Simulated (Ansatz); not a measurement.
# SnN₂H₆: small, medium and large basis sets

The task here is to estimate one member of a computed series from the others.

Program: Ansatz 0.2.0, Gaussian basis. Level of theory: one geometry, several basis sets. These are calculated values, not measurements.

The runs, in order: PBE0-D4/def2-SVP; ωB97M-V/def2-SVP; PBE0-D4/def2-QZVPP; ωB97M-V/def2-QZVPP; the functionals' def2-TZVPP values are taken from earlier runs.

### The geometry

The geometry comes from an earlier relaxation with PBE0-D4 in a triple-zeta def2 set; it is a stationary point, not always the lowest conformer. Sn takes the def2 core potential; no spin-orbit term is included.

SMILES `[NH2][SnH2][NH2]`, 9 atoms, charge 0, spin multiplicity 1.

Atoms are counted from 1 here; the program's logs count them from 0.

Bond lengths: N1–Sn2 2.021 Å, N1–H4 1.011 Å, N1–H5 1.012 Å, Sn2–N3 2.021 Å, Sn2–H6 1.714 Å, Sn2–H7 1.714 Å, N3–H8 1.012 Å, N3–H9 1.011 Å. Angles: Sn2–N1–H4 114.6°, Sn2–N1–H5 113.7°, H4–N1–H5 108.1°, N1–Sn2–N3 101.5°, N1–Sn2–H6 116.6°, N1–Sn2–H7 105.1°, N3–Sn2–H6 105.2°, N3–Sn2–H7 116.6°, H6–Sn2–H7 111.8°, Sn2–N3–H8 113.6°, Sn2–N3–H9 114.6°, H8–N3–H9 108.1°.

Set-up of the first run:

Input file in.yaml:

```yaml
crystal:
  periodic: [false, false, false]
  atoms:
    - {symbol: N, position_ang: [-1.100394, 0.202315, -1.246275]}
    - {symbol: Sn, position_ang: [0.588492, 0.295381, -0.139623]}
    - {symbol: N, position_ang: [0.055788, -0.764473, 1.497206]}
    - {symbol: H, position_ang: [-0.999704, 0.533702, -2.196463]}
    - {symbol: H, position_ang: [-1.887267, 0.681017, -0.827786]}
    - {symbol: H, position_ang: [1.034659, 1.840937, 0.452850]}
    - {symbol: H, position_ang: [1.810662, -0.384833, -1.130955]}
    - {symbol: H, position_ang: [-0.123262, -1.741833, 1.306853]}
    - {symbol: H, position_ang: [0.709528, -0.708512, 2.266894]}
basis:
  gaussian: {orbitals: def2-SVP}
hamiltonian: {xc: pbe0, dispersion: d4}
output: {orbitals: {seedname: orbitals}}
```

On the command line:

```sh
> ansatz run in.yaml --threads 4 --pin off --events-out ev --progress --plain --max-ram 10444MiB
```

Among the steps run: PBE0-D4 in def2-SVP; ωB97M-V in def2-SVP; PBE0-D4 in def2-QZVPP; ωB97M-V in def2-QZVPP.

One table of the session follows, with a row left open; its other results are not shown here.

It belongs to the step «Density functionals: the series». 

```
functional       basis  HOMO (eV)  LUMO (eV)
   PBE0-D4    def2-SVP      -6.78       0.54
   PBE0-D4  def2-TZVPP      -7.08       0.01
   PBE0-D4  def2-QZVPP      -7.14      -0.16
   ωB97M-V    def2-SVP      -9.12       2.21
   ωB97M-V  def2-TZVPP      -9.44       1.33
   ωB97M-V  def2-QZVPP          ?          ?
```

**Question.** Estimate the row for ωB97M-V, def2-QZVPP.

The run gave: HOMO (eV): -9.50; LUMO (eV): 0.95. In the column «HOMO (eV)» it is the lowest.
